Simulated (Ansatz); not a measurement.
# LaZn: stress in a strained cell

Aim: deform LaZn (zz strain of +1 %) and compute stress, forces and field gradients with LAPW, PAW and all-electron datasets made for the crystal.

Program: Ansatz 0.2.0. Level of theory: DFT LDA, scalar-relativistic. These are calculated values, not measurements.

2 further runs of the same task are left out: 2 set aside as unsound or not needed.

## Step 1: Starting point

Symmetry: Pm-3m, No. 221, cubic system. Conventional cell: a = 3.750 Å, b = 3.750 Å, c = 3.750 Å, α = 90.00°, β = 90.00°, γ = 90.00°. La (site symmetry m-3m) has 8 Zn at 3.25 Å as nearest neighbours. Zn (site symmetry m-3m) has 8 La at 3.25 Å as nearest neighbours.

As a file:

```
CELL_PARAMETERS angstrom
3.75000 0.00000 0.00000
0.00000 3.75000 0.00000
0.00000 0.00000 3.75000
ATOMIC_POSITIONS crystal
La 0.50000 0.50000 0.50000
Zn 0.00000 0.00000 0.00000
```

Atoms are numbered in the order of the input: La1, Zn2.

## Step 2: The deformed structure

Space group Pm-3m before, P4/mmm after.

## Step 3: All-electron LAPW

Contents of input.yaml:

```yaml
crystal:
  lattice:
    - [3.75, 0.0, 0.0]
    - [0.0, 3.75, 0.0]
    - [0.0, 0.0, 3.7875]
  atoms:
    - { symbol: La, position: [0.5, 0.5, 0.5] }
    - { symbol: Zn, position: [0.0, 0.0, 0.0] }
kpoints:
  mp_grid: { grid: [9, 9, 9] }
  band_path:
    path:
      - [0.0, 0.0, 0.0]
      - [0.0, 0.5, 0.0]
      - [0.5, 0.5, 0.0]
      - [0.0, 0.0, 0.0]
      - [0.0, 0.0, 0.5]
      - [0.0, 0.5, 0.5]
      - [0.5, 0.5, 0.5]
      - [0.0, 0.0, 0.5]
      - [0.0, 0.5, 0.0]
    npoints: 5
scf:
  occupations: { method: fermi_dirac, width: 0.05 }
hamiltonian:
  xc: lda
  pseudopotentials: { kind: all_electron, lapw: { basis_error: 0.001 } }
output:
  forces: true
  stress: true
  eigenvalues: true
```

Started as:

```sh
$ ansatz run input.yaml --threads 1 --pin off --max-ram 3072MiB --backend cpu --events-out ev --progress --plain --runs-dir out
```

## Step 4: PAW with frozen cores

Contents of input.yaml:

```yaml
crystal:
  lattice:
    - [3.75, 0.0, 0.0]
    - [0.0, 3.75, 0.0]
    - [0.0, 0.0, 3.7875]
  atoms:
    - { symbol: La, position: [0.5, 0.5, 0.5] }
    - { symbol: Zn, position: [0.0, 0.0, 0.0] }
kpoints:
  mp_grid: { grid: [9, 9, 9] }
scf:
  occupations: { method: fermi_dirac, width: 0.05 }
hamiltonian:
  xc: lda
  pseudopotentials: { kind: paw }
output:
  forces: true
  stress: true
  eigenvalues: true
  efg: { contact_densities: true }
  write_density: true
  write_potential: true
  elf: true
  volumetric_format: npy
```

## Step 5: All-electron PAW on datasets made for the crystal

Edit input.yaml of step 4 so:

```diff
@@ -14,3 +14,3 @@
   xc: lda
-  pseudopotentials: { kind: paw }
+  pseudopotentials: { kind: all_electron, datasets: crystal }
 output:
@@ -20,5 +20 @@
   efg: { contact_densities: true }
-  write_density: true
-  write_potential: true
-  elf: true
-  volumetric_format: npy
```

(Steps that only read results are left out.)

What does the calculation give? Wanted: pressure; largest shear or deviatoric stress.

The runs gave:

| quantity | value |
| --- | --- |
| pressure | LAPW -4.42, PAW -4.44, crystal datasets -4.42 GPa |
| largest shear or deviatoric stress (LAPW) | 0.18 GPa |

What this shows: Against the undeformed cell the largest change of stress is -0.58 GPa, in the zz component, with the atoms carried along and not relaxed. PAW: stress within 0.02 GPa of LAPW. Crystal datasets: stress within 0.01 GPa of LAPW. Spin-orbit coupling is left out, though the cell holds La; in elements this heavy it can shift bands and gaps by tenths of an eV.
